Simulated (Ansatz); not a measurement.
# C2H5OSi: the cost of one run

Program: Ansatz 0.2.0, Gaussian basis. Level of theory: the settings change from run to run. These are calculated values, not measurements.

## Step 1: The relaxed structure

The geometry comes from an earlier relaxation with PBE0-D4 in a triple-zeta def2 set; it is a stationary point, not always the lowest conformer.

9 atoms, charge 0, spin multiplicity 2.

Atoms are counted from 1 here; the program's logs count them from 0.

Bond lengths: C1–C2 1.336 Å, C1–H5 1.086 Å, C1–H6 1.086 Å, C2–Si3 1.845 Å, C2–H7 1.090 Å, Si3–O4 1.652 Å, Si3–H8 1.487 Å, O4–H9 0.958 Å. Angles: C2–C1–H5 122.2°, C2–C1–H6 121.8°, H5–C1–H6 116.0°, C1–C2–Si3 124.3°, C1–C2–H7 118.3°, Si3–C2–H7 117.2°, C2–Si3–O4 113.2°, C2–Si3–H8 112.2°, O4–Si3–H8 106.3°, Si3–O4–H9 117.3°.

## Step 2: PBE0-DH/def2-TZVPD

Set apart from the defaults: charge -1, multiplicity 1, high accuracy, the search for lower states set to full.

Input file in.yaml:

```yaml
crystal:
  periodic: [false, false, false]
  atoms:
    - {symbol: C, position_ang: [-0.108203, 1.177349, -0.835405]}
    - {symbol: C, position_ang: [0.605626, 0.054938, -0.712574]}
    - {symbol: Si, position_ang: [0.443534, -1.132038, 0.689959]}
    - {symbol: O, position_ang: [-0.838208, -0.801194, 1.678172]}
    - {symbol: H, position_ang: [0.052839, 1.879432, -1.648142]}
    - {symbol: H, position_ang: [-0.898683, 1.432006, -0.135113]}
    - {symbol: H, position_ang: [1.384833, -0.144995, -1.447569]}
    - {symbol: H, position_ang: [0.260142, -2.531926, 0.222670]}
    - {symbol: H, position_ang: [-0.813381, 0.020227, 2.171003]}
basis:
  gaussian: {orbitals: def2-TZVPD}
total_charge: -1
hamiltonian: {xc: {name: PBE0-DH}}
accuracy: high
scf: {lower_state_search: full}
output: {forces: true}
```

Started as:

```console
$ ansatz run in.yaml --threads 4 --pin off --events-out ev --progress --plain --max-ram 10444MiB
```

**Question.** How long does this run take on 4 threads of Arm Neoverse V2, shared host, and how much memory does it need?

About 32 s, with a peak of 1.1 GiB.
